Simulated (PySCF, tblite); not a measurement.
# C5H8O2S: a rotation path, then NMR shifts on frames

How do NMR shifts of C5H8O2S (`C#CCCS(C)(=O)=O`) change as the atoms move?

Computed with tblite 0.8.0 and PySCF 2.14.0, with density-fitted response routines of our own, on a single molecule in the gas phase. Atoms count from 0, in the outputs and in this text.

### Step 1. The starting structure

16 atoms, charge 0, multiplicity 1; geometry from: GFN2-xTB.

Bonds of the start (Å): C0–C1 1.20, C1–C2 1.45, C2–C3 1.52, C3–S4 1.82, S4–C5 1.82, S4–O6 1.44, S4–O7 1.44, C0–H8 1.05, C2–H9 1.09, C2–H10 1.09, C3–H11 1.09, C3–H12 1.09, C5–H13 1.08, C5–H14 1.08, C5–H15 1.08.

### Step 2. A band between two rotamers with GFN2-xTB

What the job is given:

```
{"job": {"kind": "neb", "xc": "GFN2-xTB", "basis": "xTB", "atoms": [1, 2, 3, 4], "turn": 120}, "charge": 0, "multiplicity": 1}
C      3.677149    -0.657196    -0.264304
C      2.641593    -0.057888    -0.261449
C      1.371060     0.638158    -0.256667
C      0.199275    -0.326658    -0.155380
S     -1.307312     0.695233    -0.161462
C     -2.667624    -0.504322    -0.039537
O     -1.307511     1.509842     1.021899
O     -1.399045     1.361957    -1.430801
H      4.596232    -1.162698    -0.268219
H      1.267509     1.222291    -1.175546
H      1.332008     1.328990     0.590370
H      0.213374    -0.886641     0.775312
H      0.148199    -0.995045    -1.010123
H     -2.555489    -1.051754     0.887042
H     -3.596860     0.052131    -0.039040
H     -2.620156    -1.157456    -0.900890
```

Level: GFN2-xTB climbing-image nudged elastic band, gas phase.

On the command line:

```bash
$ OMP_NUM_THREADS=1 python probes_run.py task.json out
```

This one command runs all jobs of the session in turn.

What it wrote:

```text
image   E - E0 / eV
  0       0.0000
  1       0.0086
  2       0.0337
  3       0.0680
  4       0.0952
  5       0.1006
  6       0.0838
  7       0.0594
  8       0.0447
```

It took 2.4 s on 1 thread of AMD EPYC 9R45, shared host; peak memory 0.19 GiB.

The final band, with the dihedral C1–C2–C3–S4:

```
image  dihedral (°)  energy (eV)  energy (kcal/mol)
    0           180        0.000                0.0
    1           192        0.009                0.2
    2           206        0.034                0.8
    3           219        0.068                1.6
    4           233        0.095                2.2
    5           247        0.101                2.3
    6           261        0.084                1.9
    7           276        0.059                1.4
    8           287        0.045                1.0
```

### Step 3. NMR shieldings: image 0, PBE0/pcSseg-1

What the job is given:

```
{"job": {"kind": "nmr", "xc": "PBE0", "basis": "pcSseg-1", "pop": false}, "charge": 0, "multiplicity": 1}
C      3.677100    -0.657200    -0.264300
C      2.641600    -0.057900    -0.261400
C      1.371100     0.638200    -0.256700
C      0.199300    -0.326700    -0.155400
S     -1.307300     0.695200    -0.161500
C     -2.667600    -0.504300    -0.039500
O     -1.307500     1.509800     1.021900
O     -1.399000     1.362000    -1.430800
H      4.596200    -1.162700    -0.268200
H      1.267500     1.222300    -1.175500
H      1.332000     1.329000     0.590400
H      0.213400    -0.886600     0.775300
H      0.148200    -0.995000    -1.010100
H     -2.555500    -1.051800     0.887000
H     -3.596900     0.052100    -0.039000
H     -2.620200    -1.157500    -0.900900
```

Method: GIAO PBE0/pcSseg-1 NMR shielding, non-relativistic, gas phase.

What it wrote:

```text
coarse grid: 14192 points
cycle   1  E = -742.9350225477  dE =  1.764e+00  |g| = 1.163e+00  |ddm| = 4.009e+00
cycle   2  E = -742.3326154757  dE =  6.024e-01  |g| = 2.150e+00  |ddm| = 2.934e+00
cycle   3  E = -743.1795665056  dE = -8.470e-01  |g| = 1.888e-01  |ddm| = 2.094e+00
cycle   4  E = -743.1873309402  dE = -7.764e-03  |g| = 7.095e-02  |ddm| = 2.327e-01
cycle   5  E = -743.1882819005  dE = -9.510e-04  |g| = 3.455e-02  |ddm| = 6.793e-02
cycle   6  E = -743.1885487103  dE = -2.668e-04  |g| = 9.298e-03  |ddm| = 2.933e-02
cycle   7  E = -743.1885697563  dE = -2.105e-05  |g| = 1.762e-03  |ddm| = 7.889e-03
cycle   8  E = -743.1885704605  dE = -7.042e-07  |g| = 2.029e-04  |ddm| = 1.957e-03
final grid: 133184 points
cycle   9  E = -743.2614270434  dE = -2.910e-05  |g| = 1.110e-02  |ddm| = 4.236e-02
cycle  10  E = -743.2613958425  dE =  3.120e-05  |g| = 1.660e-02  |ddm| = 2.296e-02
cycle  11  E = -743.2614522607  dE = -5.642e-05  |g| = 2.544e-03  |ddm| = 1.491e-02
cycle  12  E = -743.2614535174  dE = -1.257e-06  |g| = 3.449e-04  |ddm| = 1.998e-03
cycle  13  E = -743.2614535298  dE = -1.241e-08  |g| = 2.700e-04  |ddm| = 4.526e-04
cycle  14  E = -743.2614535474  dE = -1.767e-08  |g| = 3.819e-05  |ddm| = 2.017e-04
cycle  15  E = -743.2614535478  dE = -3.363e-10  |g| = 8.679e-06  |ddm| = 4.698e-05
converged SCF energy = -743.2614535478

GIAO shielding tensors (ppm)
atom      isotropic    diamagn.    paramagn.     s11        s22        s33       span
  0 C      109.718     257.469    -147.751     34.739     37.737    256.679    221.940
  1 C      101.458     255.820    -154.362      2.701      5.428    296.244    293.543
  2 C      175.517     252.279     -76.762    164.466    175.555    186.532     22.066
  3 C      126.449     260.143    -133.694    103.991    106.009    169.346     65.354
  4 S      207.069    1053.031    -845.962     54.846    196.729    369.633    314.787
  5 C      139.086     255.402    -116.316    110.657    117.611    188.989     78.332
  6 O      128.468     400.646    -272.178     66.724     90.341    228.340    161.616
  7 O      128.428     399.520    -271.092     66.751     90.252    228.281    161.531
  8 H       30.254      33.984      -3.730     24.946     24.956     40.860     15.914
  9 H       28.761      28.755       0.006     22.452     29.890     33.942     11.490
 10 H       28.759      29.305      -0.546     22.449     29.888     33.941     11.491
 11 H       28.978      34.671      -5.693     25.688     29.677     31.569      5.882
 12 H       28.979      34.285      -5.306     25.686     29.680     31.572      5.886
 13 H       29.214      30.804      -1.590     26.167     27.552     33.923      7.756
 14 H       28.673      26.538       2.135     26.181     26.199     33.639      7.459
 15 H       29.213      30.410      -1.197     26.169     27.558     33.912      7.743
```

It took 15 s on 1 thread of AMD EPYC 9R45, shared host; peak memory 0.83 GiB.

The references, computed at this level on geometries of the same kind, shield at (ppm): 1H TMS 31.72, 13C TMS 186.9, 17O H2O 336.1, 33S CS2 504. Their shielding less the atom's gives the shift. The references are single molecules in the gas phase, so shifts against H2O, NH3, PH3, H3PO4 or CFCl3 are not on the usual liquid scales and can be off by tens of ppm. Each atom is listed at this fixed geometry, with no averaging over motion; a spectrum would average atoms that exchange fast.

```
atoms                              environment  σ (ppm)  δ (ppm)
   C1                            alkyne carbon    101.5     85.5
   C0                   terminal alkyne carbon    109.7     77.2
   C3                      sp3 CH2 bonded to S    126.4     60.5
   C5                methyl carbon bonded to S    139.1     47.8
   C2                      propargylic sp3 CH2    175.5     11.4
  H14  hydrogen on a methyl carbon bonded to S    28.67     3.04
  H10        hydrogen on a propargylic sp3 CH2    28.76     2.96
   H9        hydrogen on a propargylic sp3 CH2    28.76     2.96
  H11       hydrogen on an sp3 CH2 bonded to S    28.98     2.74
  H12       hydrogen on an sp3 CH2 bonded to S    28.98     2.74
  H15  hydrogen on a methyl carbon bonded to S    29.21     2.50
  H13  hydrogen on a methyl carbon bonded to S    29.21     2.50
   H8     hydrogen on a terminal alkyne carbon    30.25     1.46
   S4                           sulfone sulfur      207      297
   O7                               S=O oxygen    128.4    207.7
   O6                               S=O oxygen    128.5    207.6
```

### Step 4. Shielding tensors: image 2, PBE0/pcSseg-1

What the job is given:

```
{"job": {"kind": "nmr", "xc": "PBE0", "basis": "pcSseg-1", "pop": false}, "charge": 0, "multiplicity": 1}
C      3.615600    -0.644500    -0.605400
C      2.615300    -0.055100    -0.317300
C      1.385700     0.638600     0.008300
C      0.198300    -0.312200     0.095500
S     -1.286900     0.678300    -0.265500
C     -2.657000    -0.508200    -0.137100
O     -1.441700     1.668100     0.764100
O     -1.201600     1.138300    -1.624100
H      4.501900    -1.145800    -0.857900
H      1.172300     1.371300    -0.776400
H      1.500600     1.178600     0.950400
H      0.079700    -0.746700     1.083500
H      0.250000    -1.086000    -0.665200
H     -2.655800    -0.910300     0.867000
H     -3.578000     0.027000    -0.331800
H     -2.505900    -1.282600    -0.877000
```

Level: GIAO PBE0/pcSseg-1 NMR shielding, non-relativistic, gas phase.

What it wrote:

```text
coarse grid: 14192 points
cycle   1  E = -742.9333557270  dE =  1.767e+00  |g| = 1.163e+00  |ddm| = 3.966e+00
cycle   2  E = -742.3293733559  dE =  6.040e-01  |g| = 2.151e+00  |ddm| = 3.266e+00
cycle   3  E = -743.1780578446  dE = -8.487e-01  |g| = 1.893e-01  |ddm| = 2.442e+00
cycle   4  E = -743.1858450153  dE = -7.787e-03  |g| = 7.156e-02  |ddm| = 2.376e-01
cycle   5  E = -743.1867972773  dE = -9.523e-04  |g| = 3.574e-02  |ddm| = 6.875e-02
cycle   6  E = -743.1870853577  dE = -2.881e-04  |g| = 9.155e-03  |ddm| = 2.934e-02
cycle   7  E = -743.1871057166  dE = -2.036e-05  |g| = 1.766e-03  |ddm| = 7.797e-03
cycle   8  E = -743.1871064213  dE = -7.047e-07  |g| = 2.389e-04  |ddm| = 2.007e-03
final grid: 133184 points
cycle   9  E = -743.2594913517  dE = -2.851e-05  |g| = 1.117e-02  |ddm| = 3.669e-02
cycle  10  E = -743.2594595881  dE =  3.176e-05  |g| = 1.680e-02  |ddm| = 2.545e-02
cycle  11  E = -743.2595169127  dE = -5.732e-05  |g| = 2.483e-03  |ddm| = 1.668e-02
cycle  12  E = -743.2595180980  dE = -1.185e-06  |g| = 3.128e-04  |ddm| = 2.021e-03
cycle  13  E = -743.2595181057  dE = -7.695e-09  |g| = 2.656e-04  |ddm| = 4.283e-04
cycle  14  E = -743.2595181227  dE = -1.706e-08  |g| = 4.191e-05  |ddm| = 1.985e-04
cycle  15  E = -743.2595181231  dE = -4.011e-10  |g| = 1.027e-05  |ddm| = 4.787e-05
converged SCF energy = -743.2595181231

GIAO shielding tensors (ppm)
atom      isotropic    diamagn.    paramagn.     s11        s22        s33       span
  0 C      110.089     256.902    -146.814     36.255     38.393    255.618    219.363
  1 C      100.682     258.466    -157.784     -1.238      6.933    296.350    297.588
  2 C      176.139     250.474     -74.336    164.573    175.686    188.157     23.583
  3 C      126.544     259.027    -132.483    102.946    108.471    168.216     65.270
  4 S      205.785    1053.207    -847.421     55.751    194.902    366.703    310.952
  5 C      139.602     255.431    -115.829    111.472    118.351    188.981     77.509
  6 O      126.372     400.651    -274.278     67.097     94.758    217.262    150.164
  7 O      131.960     399.881    -267.921     67.417     87.900    240.564    173.146
  8 H       30.244      33.878      -3.635     24.946     24.991     40.794     15.848
  9 H       28.573      29.269      -0.696     22.609     29.642     33.468     10.859
 10 H       29.031      28.391       0.640     22.860     29.128     35.105     12.244
 11 H       28.722      34.192      -5.470     25.579     29.058     31.529      5.950
 12 H       29.169      34.360      -5.191     25.346     30.248     31.911      6.565
 13 H       29.256      30.659      -1.403     26.243     27.602     33.923      7.680
 14 H       28.689      26.619       2.070     26.111     26.239     33.718      7.606
 15 H       29.237      30.604      -1.367     26.124     27.576     34.012      7.887
```

Wall time 15 s (1 thread of AMD EPYC 9R45, shared host); peak memory 0.85 GiB.

In short: δ C1 86.2, C0 76.8, C3 60.4, C5 47.3, H9 3.14, H14 3.03 ppm.

[end of part 1 of 2]
